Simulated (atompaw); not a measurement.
**Neodymium: generating and testing a PAW (atompaw) potential**

Task: generate the file, and judge it by its logarithmic derivatives, its ghosts and its cutoff.

The numbers are computed with atompaw 4.2.0.5 (PBE, non-relativistic, spin-unpolarised reference atom).

## Step 1: Starting point

The settings as typed:

| Quantity | Value |
| --- | --- |
| element | neodymium (Nd, Z = 60) |
| type | PAW |
| frozen core | [Kr] 4d10 4f3 |
| valence charge | 11 |
| reference configuration | 5s2 5p6 5d0 6s0 6p0 (charge +3) |
| partial waves | 5s (bound); 6s (bound, empty); 5p (bound); 6p (bound, empty); 5d (bound, empty); 5d channel at 0.3 Ry |
| local potential | bessel scheme, radius 2.75 bohr |
| core correction | smooth core density matched at 1.60 bohr |
| augmentation charge | sinc compensation charge, radius 2.70 bohr; PAW radius 3.00 bohr; waves and projectors: bloechl |

The outer shells as boxes (Hund's rule for the drawing; the calculation is spin-unpolarised):

```
[Kr] core
4d [↑↓][↑↓][↑↓][↑↓][↑↓]
4f [↑ ][↑ ][↑ ][  ][  ][  ][  ]
5s [↑↓]
5p [↑↓][↑↓][↑↓]
5d [  ][  ][  ][  ][  ]
6s [  ]
6p [  ][  ][  ]
```

An earlier all-electron run gives the scale for the radii.

All-electron outer shells of the reference configuration (PBE, non-relativistic, ld1.x):

| shell | level (eV) | outermost node (bohr) | outermost maximum (bohr) |
| --- | --- | --- | --- |
| 5s | -62.82 | 0.75 | 1.37 |
| 5p | -47.35 | 0.78 | 1.50 |
| 4f | -34.39 | – | 0.63 |
| 5d | -24.75 | 0.86 | 1.90 |
| 6s | -20.42 | 1.77 | 3.18 |
| 6p | -16.32 | 1.97 | 3.60 |
| 5f | -9.41 | 1.29 | 3.88 |

## Step 2: The generation run

File Nd.input:

```
Nd 60
GGA-PBE loggrid 2001 logderivrange -7 5 301
6 6 5 4 0 0
6 0 0
6 1 0
5 2 0
4 3 3
0 0 0
c
c
c
c
v
v
c
c
c
v
v
c
c
v
c
2
3.00 2.70 2.75 1.60
n
n
y
0.3
n
bloechl sinc
bessel
PWSCFOUT
UPFDX 0.0125d0 UPFXMIN -7.d0 UPFZMESH 60.d0
END
```

On the command line:

```console
$ atompaw < Nd.input > Nd.log
```

What does the calculation give? Wanted: cutoffs for 10 and 1 mRy, occupied levels; bound ghosts; largest phase difference near zero energy, channels read; lowest eigenvalue of the overlap; share of valence orbitals outside the PAW sphere; UPF file.

As calculated:

| quantity | value |
| --- | --- |
| cutoffs for 10 and 1 mRy, occupied levels | 18 Ry and 25 Ry |
| bound ghosts | none found |
| largest phase difference near zero energy, channels read | 0.008 rad |
| lowest eigenvalue of the overlap (Bessel basis) | 0.399 (s) |
| share of valence orbitals outside the PAW sphere | 5s 1 %, 6s 66 %, 5p 2 %, 6p 79 %, 5d 16 % |
| UPF file | written |

What this shows: It counts as soft on the atom at that tolerance, with 18 Ry needed at the looser tolerance. The Bessel-basis test finds no level below the valence levels. Near zero energy the phases of the channels with partial waves agree within 0.008 rad. Note that the frozen 4f shell (-34 eV) lies higher than the valence 5s shell (-63 eV). A non-relativistic atom is unphysical at this Z; the numbers test the scheme, not the element. These are tests on the free atom; a crystal test is still owed.
